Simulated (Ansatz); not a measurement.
# FeI2: the cost of one run

Method: DFT LDA+U (U = 7 eV, J = 0.7 eV on Fe d), plane waves, PAW, in Ansatz 0.2.0.

4 further runs of the same task are left out: 4 that didn't finish.

## 1. The starting structure

The structure is cubic, space group Fm-3m (No. 225). The conventional cell has a = 7.142 Å, b = 7.142 Å, c = 7.142 Å, α = 90.00°, β = 90.00°, γ = 90.00°. Fe (site symmetry m-3m) is surrounded by 8 I at 3.09 Å. I (site symmetry -43m) is surrounded by 4 Fe at 3.09 Å.

As a file:

```
Fe I
1.0
     0.00000    3.57117    3.57117
     3.57117    0.00000    3.57117
     7.14235    7.14235    0.00000
Fe I
2 4
Cartesian
  0.0000 0.0000 0.0000
  3.5712 3.5712 0.0000
  1.7856 1.7856 1.7856
  5.3568 5.3568 5.3568
  5.3568 5.3568 1.7856
  8.9279 8.9279 5.3568
```

An earlier series on this cell reached its lowest free state from «antiferromagnetic start, free», perhaps among other starts.

## 2. Ferrimagnetic site moments held

Input file input.yaml:

```yaml
crystal:
  lattice:
    - [0.0, 3.57117409, 3.57117409]
    - [3.57117409, 0.0, 3.57117409]
    - [7.14234818, 7.14234818, 0.0]
  atoms:
    - { symbol: Fe, position: [0.0, 0.0, 0.0], spin: 3.73 }
    - { symbol: I, position: [0.25, 0.25, 0.125] }
    - { symbol: I, position: [0.75, 0.75, 0.375] }
    - { symbol: Fe, position: [0.0, 0.0, 0.5], spin: -1.87 }
    - { symbol: I, position: [0.25, 0.25, 0.625] }
    - { symbol: I, position: [0.75, 0.75, 0.875] }
basis:
  ecutwfc: 420
  ecutrho_ratio: 4
kpoints:
  mp_grid: { grid: [5, 5, 5] }
hamiltonian:
  xc: lda
  hubbard:
    sites:
      - { site: 0, l: d, u: 7.0, j: 0.7 }
      - { site: 3, l: d, u: 7.0, j: 0.7 }
scf:
  occupations: { method: gaussian, width: 0.05 }
  lower_state_search: "off"
  max_iter: 150
output:
  forces: true
  stress: true
  eigenvalues: true
  populations: true
  hubbard: { sites: [{ site: 0, l: d }, { site: 3, l: d }] }
magnetization:
  spin_polarized: true
  spin_locking: { lock_spins: true }
```

The lock stays on to the end, so the result is a constrained state.

The run is started by

```console
$ ansatz run input.yaml --threads 4 --pin off --max-ram 6144MiB --backend cpu --events-out ev --progress --plain --runs-dir out
```

What time and memory should one allow on 4 threads of Arm Neoverse N1, shared host?

About 1.7 min, with a peak of 0.83 GiB.
